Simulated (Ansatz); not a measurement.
**C8H18Cl2O2Si: a ladder of functionals and wavefunction methods**

One table from this session's results is given with a row withheld; the runs are named, their logs left out.

Computed with Ansatz 0.2.0, Gaussian basis. Level: functionals in def2-TZVPP, the program's frozen cores in correlated methods.

Plan: LDA (SPW92), PBE-D4, revPBE-D4, BLYP-D4, r2SCAN-D4, B97M-V, PBE0-D4, B3LYP-D4, r2SCANh-D4, r2SCAN0-D4, HSE06-D4, BHLYP-D4, CAM-B3LYP-D4, LC-ωPBE, ωB97X-V, ωB97M-V, B2PLYP, PBE-QIDH; CCSD(T)/def2-SVP; CCSD(T)/def2-TZVPP; MP2/def2-QZVPP; extrapolation to the limit; RPA on PBE.

## Structure used throughout

The geometry comes from an earlier relaxation with PBE0-D4 in a triple-zeta def2 set; it is a stationary point, not always the lowest conformer.

SMILES `CC(C)(C)O[Si](Cl)(Cl)OC(C)(C)C`, 31 atoms, charge 0, spin multiplicity 1.

Atoms are counted from 1 here; the program's logs count them from 0.

Bond lengths: C1–C2 1.517 Å, C1–H14 1.092 Å, C1–H15 1.091 Å, C1–H16 1.092 Å, C2–C3 1.520 Å, C2–C4 1.519 Å, C2–O5 1.439 Å, C3–H17 1.092 Å, C3–H18 1.091 Å, C3–H19 1.092 Å, C4–H20 1.092 Å, C4–H21 1.092 Å, C4–H22 1.091 Å, O5–Si6 1.603 Å, Si6–Cl7 2.038 Å, Si6–Cl8 2.054 Å, Si6–O9 1.607 Å, O9–C10 1.438 Å and more. Angles: C2–C1–H14 110.4°, C2–C1–H15 110.2°, C2–C1–H16 110.5°, H14–C1–H15 108.4°, H14–C1–H16 108.7°, H15–C1–H16 108.7°, C1–C2–C3 110.7°, C1–C2–C4 111.0°, C1–C2–O5 105.4°, C3–C2–C4 111.1°, C3–C2–O5 110.3°, C4–C2–O5 108.1°, C2–C3–H17 110.0°, C2–C3–H18 110.8°, C2–C3–H19 111.0°, H17–C3–H18 108.4°, H17–C3–H19 108.0°, H18–C3–H19 108.7° and more.

Coordinates:

```
atom    x (Å)    y (Å)    z (Å)
  C1  -3.2688  -0.4406   2.0377
  C2  -1.8749  -0.4467   1.4378
  C3  -1.5834  -1.7798   0.7688
  C4  -0.8280  -0.1215   2.4898
  O5  -1.8747   0.6129   0.4634
 Si6  -0.9443   0.9352  -0.8014
 Cl7  -1.2161   2.9137  -1.2083
 Cl8  -1.5843  -0.0914  -2.4613
  O9   0.5899   0.5886  -0.4724
 C10   1.8178   0.4780  -1.2123
 C11   1.9489  -0.9596  -1.6865
 C12   2.9173   0.8238  -0.2240
 C13   1.8292   1.4438  -2.3847
 H14  -4.0145  -0.6463   1.2676
 H15  -3.4861   0.5347   2.4767
 H16  -3.3524  -1.2011   2.8170
 H17  -1.6308  -2.5847   1.5052
 H18  -2.3138  -1.9870  -0.0153
 H19  -0.5847  -1.7859   0.3264
 H20  -0.8360  -0.8762   3.2795
 H21  -1.0350   0.8518   2.9387
 H22   0.1672  -0.0933   2.0436
 H23   1.1403  -1.2168  -2.3724
 H24   1.9153  -1.6434  -0.8357
 H25   2.8997  -1.1026  -2.2045
 H26   2.7938   1.8459   0.1388
 H27   3.8973   0.7382  -0.6980
 H28   2.8857   0.1467   0.6317
 H29   1.0299   1.2159  -3.0932
 H30   1.7075   2.4724  -2.0417
 H31   2.7805   1.3682  -2.9155
```

Set-up of the first run:

The input, in.yaml:

```yaml
crystal:
  periodic: [false, false, false]
  atoms:
    - {symbol: C, position_ang: [-3.268782, -0.440582, 2.037718]}
    - {symbol: C, position_ang: [-1.874941, -0.446651, 1.437807]}
    - {symbol: C, position_ang: [-1.583423, -1.779814, 0.768781]}
    - {symbol: C, position_ang: [-0.827972, -0.121491, 2.489778]}
    - {symbol: O, position_ang: [-1.874681, 0.612932, 0.463440]}
    - {symbol: Si, position_ang: [-0.944345, 0.935235, -0.801407]}
    - {symbol: Cl, position_ang: [-1.216146, 2.913680, -1.208268]}
    - {symbol: Cl, position_ang: [-1.584273, -0.091420, -2.461325]}
    - {symbol: O, position_ang: [0.589920, 0.588620, -0.472395]}
    - {symbol: C, position_ang: [1.817802, 0.477975, -1.212252]}
    - {symbol: C, position_ang: [1.948908, -0.959634, -1.686461]}
    - {symbol: C, position_ang: [2.917261, 0.823846, -0.224013]}
    - {symbol: C, position_ang: [1.829193, 1.443821, -2.384726]}
    - {symbol: H, position_ang: [-4.014469, -0.646267, 1.267606]}
    - {symbol: H, position_ang: [-3.486140, 0.534666, 2.476664]}
    - {symbol: H, position_ang: [-3.352446, -1.201086, 2.816951]}
    - {symbol: H, position_ang: [-1.630814, -2.584734, 1.505248]}
    - {symbol: H, position_ang: [-2.313826, -1.987042, -0.015291]}
    - {symbol: H, position_ang: [-0.584678, -1.785882, 0.326389]}
    - {symbol: H, position_ang: [-0.836018, -0.876202, 3.279470]}
    - {symbol: H, position_ang: [-1.035021, 0.851784, 2.938749]}
    - {symbol: H, position_ang: [0.167239, -0.093345, 2.043586]}
    - {symbol: H, position_ang: [1.140339, -1.216833, -2.372406]}
    - {symbol: H, position_ang: [1.915270, -1.643404, -0.835662]}
    - {symbol: H, position_ang: [2.899691, -1.102610, -2.204524]}
    - {symbol: H, position_ang: [2.793836, 1.845891, 0.138801]}
    - {symbol: H, position_ang: [3.897294, 0.738235, -0.697958]}
    - {symbol: H, position_ang: [2.885704, 0.146665, 0.631744]}
    - {symbol: H, position_ang: [1.029949, 1.215874, -3.093249]}
    - {symbol: H, position_ang: [1.707495, 2.472430, -2.041692]}
    - {symbol: H, position_ang: [2.780474, 1.368244, -2.915501]}
basis:
  gaussian: {orbitals: def2-TZVPP}
hamiltonian: {xc: lda}
output: {orbitals: {seedname: orbitals}}
```

Among the steps run: LDA; PBE-D4 (GGA); revPBE-D4 (GGA); BLYP-D4 (GGA); r2SCAN-D4 (meta-GGA); B97M-V (meta-GGA); PBE0-D4 (hybrid); B3LYP-D4 (hybrid); r2SCANh-D4 (hybrid); r2SCAN0-D4 (hybrid); HSE06-D4 (hybrid); BHLYP-D4 (hybrid); CAM-B3LYP-D4 (range-separated); LC-ωPBE (range-separated); ωB97X-V (range-separated); ωB97M-V (range-separated); B2PLYP (double hybrid); PBE-QIDH (double hybrid).

One table of the session follows, with a row left open; its other results are not shown here.

It belongs to the step «Orbital energies across the functionals». 

| functional | HOMO (eV) | LUMO (eV) | gap (eV) |
| --- | --- | --- | --- |
| LDA (SPW92) | -7.02 | -0.41 | 6.61 |
| PBE-D4 | ? | ? | ? |
| revPBE-D4 | -6.77 | 0.00 | 6.77 |
| BLYP-D4 | -6.72 | -0.07 | 6.65 |
| r2SCAN-D4 | -7.17 | 0.39 | 7.56 |
| B97M-V | -7.32 | 0.03 | 7.35 |
| PBE0-D4 | -8.34 | 0.74 | 9.07 |
| B3LYP-D4 | -8.08 | 0.44 | 8.52 |
| r2SCANh-D4 | -7.73 | 0.70 | 8.43 |
| r2SCAN0-D4 | -8.56 | 1.11 | 9.67 |
| HSE06-D4 | -7.93 | 0.37 | 8.30 |
| BHLYP-D4 | -9.74 | 1.40 | 11.14 |
| CAM-B3LYP-D4 | -9.75 | 1.54 | 11.29 |
| LC-ωPBE | -11.10 | 2.84 | 13.94 |
| ωB97X-V | -10.77 | 2.57 | 13.34 |
| ωB97M-V | -10.67 | 2.18 | 12.85 |

Q: Estimate the row for PBE-D4 from the others.

As computed: HOMO (eV): -6.84; LUMO (eV): -0.14; gap (eV): 6.70. In the column «HOMO (eV)» it lies between LDA (SPW92) (-7.02) and revPBE-D4 (-6.77).
